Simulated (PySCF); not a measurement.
# The bond of RuH, level by level

One table from this session's results is given with a row withheld; the runs are named, their logs left out.

The runs use PySCF 2.14.0; H def2-TZVPP, Ru def2-TZVPP with ECP28, scalar-relativistic core potentials.

The first run:

The job is set up so:

```yaml
atoms: H, Ru
charge: 0
basis: H def2-TZVPP, Ru def2-TZVPP with ECP28
Hamiltonian: scalar-relativistic core potentials
basis_functions: 70
electrons_treated: 17
masses_in_u: 1.0078, 101.9043
levels: PBE0, PBE, r²SCAN, BP86, M06, BLYP, r²SCAN0, LC-ωPBE, HF, MP2, SCS-MP2, CCSD, CCSD(T)
grid: 80 radial by 434 angular points
occupations: held fixed by the projection of orbital angular momentum
dissociation_limit: H + Ru, each in its ground configuration
starting_distance_in_angstrom: 1.515
values_of_2S_to_try: 1, 3, 5, 7
```

Run with:

```console
$ OMP_NUM_THREADS=1 python dia.py task.json out
```

Among the steps run: Set-up; The PBE0 curve of the state that the search chose; Higher solutions at PBE0; PBE; r²SCAN; BP86; M06; BLYP; r²SCAN0 (hybrid meta-GGA); LC-ωPBE (range-separated hybrid); ROHF; Adding correlation.

One table of the session follows, with a row left open; its other results are not shown here.

It belongs to the step «The curves together». Energy (eV) from each level's lowest point:

| R (Å) | ROHF | ROHF-MP2 | ROHF-SCS-MP2 | ROHF-CCSD | ROHF-CCSD(T) |
| --- | --- | --- | --- | --- | --- |
| 1.356 | 0.763 | 0.352 | 0.408 | n/a | n/a |
| 1.419 | 0.431 | 0.127 | 0.163 | 0.235 | 0.224 |
| 1.482 | 0.212 | 0.020 | 0.036 | 0.077 | 0.071 |
| 1.530 | 0.105 | 0.000 | 0.000 | 0.019 | 0.015 |
| 1.577 | 0.038 | 0.019 | 0.004 | 0.000 | 0.000 |
| 1.624 | 0.004 | 0.070 | 0.040 | 0.014 | 0.017 |
| 1.687 | ? | ? | ? | ? | ? |
| 1.766 | 0.045 | 0.349 | 0.276 | 0.193 | 0.206 |
| 1.861 | 0.154 | 0.596 | 0.497 | 0.383 | 0.401 |
| 1.987 | 0.359 | 0.958 | 0.829 | n/a | n/a |

Q: Estimate the row for R (Å) = 1.687 from the others.

Worked estimate for «ROHF». A straight line through the neighbours (1.624, 0.004) and (1.766, 0.045) gives 0.004 + (0.045 − 0.004) × (1.687 − 1.624) / (1.766 − 1.624) = 0.022; a parabola fitted to 4 rows on both sides gives 0.003.

The run gave: ROHF: 0.000; ROHF-MP2: 0.175; ROHF-SCS-MP2: 0.125; ROHF-CCSD: 0.073; ROHF-CCSD(T): 0.081. In «ROHF» the line misses by +0.022 and the parabola by +0.003.

State 2 has its PBE0 minimum 0.08 eV higher. State 3 has its PBE0 minimum 0.18 eV higher. State 4 has its PBE0 minimum 0.73 eV higher. The other levels ran on the lowest alone.

Caveats from the session: The state is the lowest single determinant that the PBE0 search found; with open d or f shells the true ground state can be another one.
